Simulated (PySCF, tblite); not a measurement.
# CH₂F₃NOSi, a small gas-phase stand-in for a defect centre: NMR shifts, core binding energies and electronic excitations

Aim: the NMR shifts, core binding energies and electronic excitations of `N[C]O[Si](F)(F)F`. It is drawn as: twofold C.

Computed with tblite 0.8.0 and PySCF 2.14.0; each step states its level. No surroundings beyond the atoms listed, unless a continuum is named. Atoms count from 0, parts from 1.

## Step 1: Starting point

9 atoms, charge 0, multiplicity 1; geometry: distance geometry start.

## Step 2: Geometry optimisation with GFN2-xTB

What the job is given:

```
{"job": {"kind": "relax", "xc": "GFN2-xTB", "basis": "xTB"}, "charge": 0, "multiplicity": 1}
C     -1.009428     0.164205    -0.993890
N     -1.992915     0.046580     0.089933
O      0.014410    -0.754559    -0.627517
Si     1.377190     0.112155     0.016009
F      2.018661     0.924679    -1.314473
F      0.899930     1.213641     1.209959
F      2.458336    -1.013201     0.650424
H     -1.465801     0.279367     0.962141
H     -2.305548    -0.972139     0.042230
```

Method: GFN2-xTB geometry optimisation, gas phase.

Run with:

```console
$ OMP_NUM_THREADS=1 python cluster_run.py task.json out
```

The driver reads the jobs from task.json and runs them one after another.

**Question.** The jobs that follow are: PBE0-D3(BJ)/def2-SVP geometry optimisation, gas phase; GIAO PBE0/pcSseg-2 NMR shielding, non-relativistic, gas phase; delta-SCF UKS SCAN, pcX-2 on the ionised atom, pcseg-1 elsewhere, spin-free X2C; TDDFT CAM-B3LYP/def2-SVPD, vertical, gas phase, core orbitals frozen in the response. Predict: rotational constants (main isotopes); ¹³C shifts against TMS (PBE0/pcSseg-2); ¹H shifts against TMS (PBE0/pcSseg-2); ¹⁵N shifts against NH3 (PBE0/pcSseg-2); ¹⁷O shifts against H2O (PBE0/pcSseg-2); ²⁹Si shifts against TMS (PBE0/pcSseg-2); ¹⁹F shifts against CFCl3 (PBE0/pcSseg-2); C1s binding energies, SCAN/pcX-2; N1s binding energies, SCAN/pcX-2; O1s binding energies, SCAN/pcX-2; Si2p binding energies, SCAN/pcX-2; F1s binding energies, SCAN/pcX-2 (standing for 1 of 3 atoms); lowest singlet (CAM-B3LYP/def2-SVPD); brightest single state of those computed; lowest triplet; vertical ionisation energy (ΔSCF).

**Answer**, as computed:

| quantity | value |
| --- | --- |
| rotational constants (main isotopes) | 3.62, 1.56, 1.50 GHz |
| ¹³C shifts against TMS (PBE0/pcSseg-2) | 304.5 ppm |
| ¹H shifts against TMS (PBE0/pcSseg-2) | 7.70, 7.12 ppm |
| ¹⁵N shifts against NH3 (PBE0/pcSseg-2) | 177.5 ppm |
| ¹⁷O shifts against H2O (PBE0/pcSseg-2) | 210.4 ppm |
| ²⁹Si shifts against TMS (PBE0/pcSseg-2) | -109.7 ppm |
| ¹⁹F shifts against CFCl3 (PBE0/pcSseg-2) | -137.1, -157.7, -157.9 ppm |
| C1s binding energies, SCAN/pcX-2 | C0 293.76 eV |
| N1s binding energies, SCAN/pcX-2 | N1 407.15 eV |
| O1s binding energies, SCAN/pcX-2 | O2 539.97 eV |
| Si2p binding energies, SCAN/pcX-2 | Si3 111.18 eV |
| F1s binding energies, SCAN/pcX-2 (standing for 1 of 3 atoms) | F4 693.82 eV |
| lowest singlet (CAM-B3LYP/def2-SVPD) | 4.61 eV (269 nm), f = 0.015 |
| brightest single state of those computed | state 6, 8.16 eV, f = 0.187 |
| lowest triplet | 2.79 eV |
| vertical ionisation energy (ΔSCF) | 9.45 eV |

In words: The start of the PBE0/def2-SVP relaxation was shaken at random by about 0.01 Å, so part of the energy gained, and of the first lengths quoted, undoes that. Over 17 steps the energy fell by 0.153 eV; of the close pairs, C0–O2 changed most, 1.304 to 1.360 Å (PBE0/def2-SVP). At PBE0/pcSseg-2: Shielding is most anisotropic at C0 (span 526 ppm, paramagnetic term -363 ppm). The lowest singlet, at 4.61 eV, is HOMO→LUMO+1 0.98 and is weak; of the 6 states computed, the strongest absorption comes from state 6 at 8.16 eV (the last computed, so partners may be missing). The lowest triplet lies 1.82 eV below the lowest singlet (triplets in Tamm-Dancoff, singlets in full TDDFT). ΔSCF puts the ionisation energy at 9.45 eV, 1.09 eV above −ε(HOMO).
